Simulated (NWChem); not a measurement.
# NbH2SO2F (SMILES [OH][Nb]([OH])([F])=[S]) at 4 levels

Wanted: a comparison of 4 runs (HF/STO-3G, HF/3-21G, B2PLYP/STO-3G, B3LYP/def2-SVP) of NbH2SO2F. 

The calculation is run with NWChem 7.3.0.

## (1) The structure to begin with

The species is NbH2SO2F (7 atoms), meant as a singlet with charge 0. SMILES: `[OH][Nb]([OH])([F])=[S]`. Geometry: relaxed at PBE0-D4/def2-TZVP. This is one conformer, not always the lowest.

Bond lengths: O1–Nb2 1.876 Å, Nb2–O3 1.876 Å, Nb2–F4 1.864 Å, Nb2–S5 2.142 Å, O1–H6 0.959 Å, O3–H7 0.959 Å. Angles: O1–Nb2–O3 108.7°, O1–Nb2–F4 109.9°, O1–Nb2–S5 109.2°, O3–Nb2–F4 109.9°, O3–Nb2–S5 109.2°, F4–Nb2–S5 109.8°, Nb2–O1–H6 131.1°, Nb2–O3–H7 131.0°.

## (2) Energy and forces at HF/STO-3G (run 1)

The input, mymol.nw:

```
START mymol
TITLE "FH2NbO2S"
memory total 2200 mb

GEOMETRY noautosym nocenter noautoz
  O     -1.440400     0.530600     0.759300
  Nb    -0.085900    -0.161800    -0.337900
  O      1.166300    -1.049500     0.740200
  F     -0.815300    -1.350200    -1.574900
  S      0.883100     1.449000    -1.364100
  H     -1.755800     1.428000     0.880200
  H      2.109200    -0.914200     0.851300
END

BASIS spherical bse
  * library STO-3G
END

SCF
  thresh 1e-08
  maxiter 80
  noprint "final vectors analysis"
END

TASK scf gradient
```

Run with:

```
nwchem mymol.nw > mymol.out
```

The log of the run:

```text
[...]
  functions       =    53
[...]
  wavefunction    = RHF
[...]
         Total SCF energy =  -4356.315687053145
      One-electron energy =  -7211.591982505264
      Two-electron energy =   2267.642595207242
 Nuclear repulsion energy =    587.633700244878
        Time for solution =     12.2s
[...]
                         RHF ENERGY GRADIENTS
    atom               coordinates                        gradient
                 x          y          z           x          y          z
   1 O      -2.721961   1.002689   1.434869   -0.034427   0.045947   0.023506
   2 Nb     -0.162327  -0.305758  -0.638538   -0.013112  -0.021917   0.024251
   3 O       2.203987  -1.983267   1.398775    0.056707  -0.009439   0.022797
   4 F      -1.540694  -2.551508  -2.976129   -0.022040  -0.035898  -0.038604
   5 S       1.668817   2.738213  -2.577775    0.031781   0.052781  -0.030123
   6 H      -3.317981   2.698529   1.663337    0.006081  -0.025224  -0.001045
   7 H       3.985810  -1.727587   1.608724   -0.024989  -0.006249  -0.000782
[...]
```

It took 17 s on 1 thread of Intel Xeon Platinum 8375C at 2.90GHz (Ice Lake), shared host; peak memory 0.097 GiB.

## (3) Energy and forces at HF/3-21G (run 2)

The input, a.nw:

```
start a
title "FH2NbO2S"
memory stack 880 mb heap 220 mb global 1100 mb
charge 0

geometry noautosym nocenter noautoz
  O     -1.440400     0.530600     0.759300
  Nb    -0.085900    -0.161800    -0.337900
  O      1.166300    -1.049500     0.740200
  F     -0.815300    -1.350200    -1.574900
  S      0.883100     1.449000    -1.364100
  H     -1.755800     1.428000     0.880200
  H      2.109200    -0.914200     0.851300
end

basis spherical bse
  * library 3-21G
end

scf
  thresh 1e-08
  maxiter 80
end

task scf gradient
```

Run with:

```
nwchem a.nw > a.out
```

The log of the run:

```text
[...]
  functions       =    80
[...]
  wavefunction    = RHF
[...]
         Total SCF energy =  -4380.371168487824
      One-electron energy =  -7222.129195200670
      Two-electron energy =   2254.124326467969
 Nuclear repulsion energy =    587.633700244878
        Time for solution =     17.6s
[...]
                         RHF ENERGY GRADIENTS
    atom               coordinates                        gradient
                 x          y          z           x          y          z
   1 O      -2.721961   1.002689   1.434869   -0.014286   0.002282   0.013084
   2 Nb     -0.162327  -0.305758  -0.638538    0.021718   0.036106  -0.019762
   3 O       2.203987  -1.983267   1.398775    0.008643  -0.011736   0.012918
   4 F      -1.540694  -2.551508  -2.976129   -0.003932  -0.006411  -0.006504
   5 S       1.668817   2.738213  -2.577775   -0.012834  -0.021332   0.013056
   6 H      -3.317981   2.698529   1.663337    0.007746  -0.003996  -0.006457
   7 H       3.985810  -1.727587   1.608724   -0.007054   0.005087  -0.006335
[...]
```

Wall time 23 s (1 thread of Intel Xeon Platinum 8375C at 2.90GHz (Ice Lake), shared host); peak memory 0.097 GiB.

## (4) The energy at B2PLYP/STO-3G (run 3)

The input, fh2nbo2s.nw:

```
start fh2nbo2s
memory 2200 mb
charge 0
geometry units angstroms noautosym nocenter noautoz
  O       -1.440400       0.530600       0.759300
  Nb      -0.085900      -0.161800      -0.337900
  O        1.166300      -1.049500       0.740200
  F       -0.815300      -1.350200      -1.574900
  S        0.883100       1.449000      -1.364100
  H       -1.755800       1.428000       0.880200
  H        2.109200      -0.914200       0.851300
end
basis spherical bse
  O library STO-3G
  Nb library STO-3G
  F library STO-3G
  S library STO-3G
  H library STO-3G
end
dft
  xc hfexch 0.53 becke88 0.47 lyp 0.73 mp2 0.27
  dftmp2 semidirect
  mult 1
  grid xfine
  convergence energy 1e-08
  iterations 100
  mulliken
end
mp2
  freeze core 22
end
task dft energy
```

Run with:

```
nwchem fh2nbo2s.nw > fh2nbo2s.out
```

The log of the run:

```text
[...]
          Wavefunction type:  closed shell.
          No. of atoms     :     7
          No. of electrons :    84
[...]
          Charge           :     0
          Spin multiplicity:     1
[...]
          AO basis - number of functions:    53
[...]
              XC Information
              --------------
                     Hartree-Fock (Exact) Exchange  0.530
                    Becke 1988 Exchange Functional  0.470
              Lee-Yang-Parr Correlation Functional  0.730
[...]
 d= 0,ls=0.0,diis     1  -4358.4080445418 -4.95D+03  7.53D-02  1.98D+00     2.0
[...]
 d= 0,ls=0.0,diis    12  -4358.7910961422 -1.40D-09  6.87D-07  1.56D-10    18.5
         Total DFT energy =    -4358.791096142185
      One electron energy =    -7213.059048456242
           Coulomb energy =     2437.243369521078
    Exchange-Corr. energy =     -170.609117451899
 Nuclear repulsion energy =      587.633700244878
[...]
      Total Density - Mulliken Population Analysis
     ---------------------------------------------
    Atom       Charge   Shell Charges
 -----------   ------   -------------------------------------------------------
    1 O    8     8.36   2.00  1.80  4.57
    2 Nb  41    40.44   2.00  2.00  6.00  2.00  5.98  2.02  5.85  0.48  1.13  9.90  3.08
    3 O    8     8.36   2.00  1.80  4.57
    4 F    9     9.17   2.00  1.95  5.22
    5 S   16    16.10   2.00  2.00  5.96  1.93  4.22
    6 H    1     0.78   0.78
    7 H    1     0.78   0.78
[...]
  Basis functions       =     53
[...]
```

Wall time 20 s (1 thread of Intel Xeon Platinum 8375C at 2.90GHz (Ice Lake), shared host); peak memory 0.14 GiB.

## (5) Energy and forces at B3LYP/def2-SVP (core potential) (run 4)

The input, fh2nbo2s.nw:

```
start fh2nbo2s
memory total 2200 mb

geometry units angstrom noautosym nocenter noautoz
  O     -1.440400     0.530600     0.759300
  Nb    -0.085900    -0.161800    -0.337900
  O      1.166300    -1.049500     0.740200
  F     -0.815300    -1.350200    -1.574900
  S      0.883100     1.449000    -1.364100
  H     -1.755800     1.428000     0.880200
  H      2.109200    -0.914200     0.851300
end

basis spherical bse
  O library def2-SVP
  Nb library def2-SVP
  F library def2-SVP
  S library def2-SVP
  H library def2-SVP
end

ecp bse
  Nb library def2-SVP
end

dft
  xc b3lyp
  grid fine
  convergence energy 1e-08
  iterations 100
  mulliken
  noprint "final vectors analysis"
end

task dft gradient
```

Run with:

```
nwchem fh2nbo2s.nw > fh2nbo2s.out
```

The log of the run:

```text
[...]
          Wavefunction type:  closed shell.
          No. of atoms     :     7
          No. of electrons :    56
[...]
          Charge           :     0
          Spin multiplicity:     1
[...]
          AO basis - number of functions:   101
[...]
              XC Information
              --------------
                         B3LYP Method XC Potential
                     Hartree-Fock (Exact) Exchange  0.200
                        Slater Exchange Functional  0.800 local
                    Becke 1988 Exchange Functional  0.720 non-local
              Lee-Yang-Parr Correlation Functional  0.810
                  VWN I RPA Correlation Functional  0.190 local
[...]
 d= 0,ls=0.0,diis     1   -706.2256965742 -9.74D+02  4.64D-02  2.71D+00     2.9
[...]
 d= 0,ls=0.0,diis    12   -706.6155723221 -1.09D-09  9.39D-07  1.54D-08    26.6
         Total DFT energy =     -706.615572322148
      One electron energy =    -1527.566432390285
           Coulomb energy =      614.293034738815
    Exchange-Corr. energy =      -60.981865751545
 Nuclear repulsion energy =      267.639691080868
[...]
      Total Density - Mulliken Population Analysis
     ---------------------------------------------
    Atom       Charge   Shell Charges
 -----------   ------   -------------------------------------------------------
    1 O    8     8.40   1.99  1.08  0.67  2.88  1.78  0.01
    2 Nb  13    12.11  -0.34  1.70  0.69  0.25 -0.01  5.98  0.43  0.21  2.55  0.53  0.11
    3 O    8     8.40   1.99  1.08  0.67  2.88  1.78  0.01
    4 F    9     9.34   1.99  1.13  0.82  3.33  2.06  0.00
    5 S   16    16.20   2.00  1.98  1.28  0.61  5.93  1.81  2.56  0.03
    6 H    1     0.77   0.66  0.04  0.07
    7 H    1     0.77   0.66  0.04  0.07
[...]
  wavefunction    = closed shell
[...]
```

Run time: 36 s. Hardware: 1 thread of Intel Xeon Platinum 8375C at 2.90GHz (Ice Lake), shared host; peak memory 0.14 GiB.

## (6) Overview of the runs

```tsv
run	level	task	iteration cap	energy (Eh)	dipole moment (D)	largest force (eV/Å)	wall time
1	HF/STO-3G	gradient	80	-4356.315687	1.42	3.527	17 s
2	HF/3-21G	gradient	80	-4380.371168	2.59	2.393	23 s
3	B2PLYP/STO-3G	energy	100	-4358.923704	1.39	–	20 s
4	B3LYP/def2-SVP (core potential)	gradient	100	-706.615572	2.28	0.560	36 s
```

## (7) Summary of results

```
                       quantity          value
            run 4: total energy  -706.61557 Eh
           run 4: dipole moment         2.28 D
run 4: largest force on an atom     0.560 eV/Å
```

**Reading.** The dipole moment (its size) runs from 1.39 D (B2PLYP/STO-3G) to 2.59 D (HF/3-21G). The two ends differ in method and basis. A double hybrid's value is that of its SCF part. Totals of different functionals can't be ranked against each other. Some runs of one species differ in core potentials or relativity; totals across that change don't compare. In runs 1, 3 the basis is minimal, so the values are rough. In runs 1, 2, 3 relativity is left out where basis or elements ask for it. All runs together took 97 s, the longest 36 s.
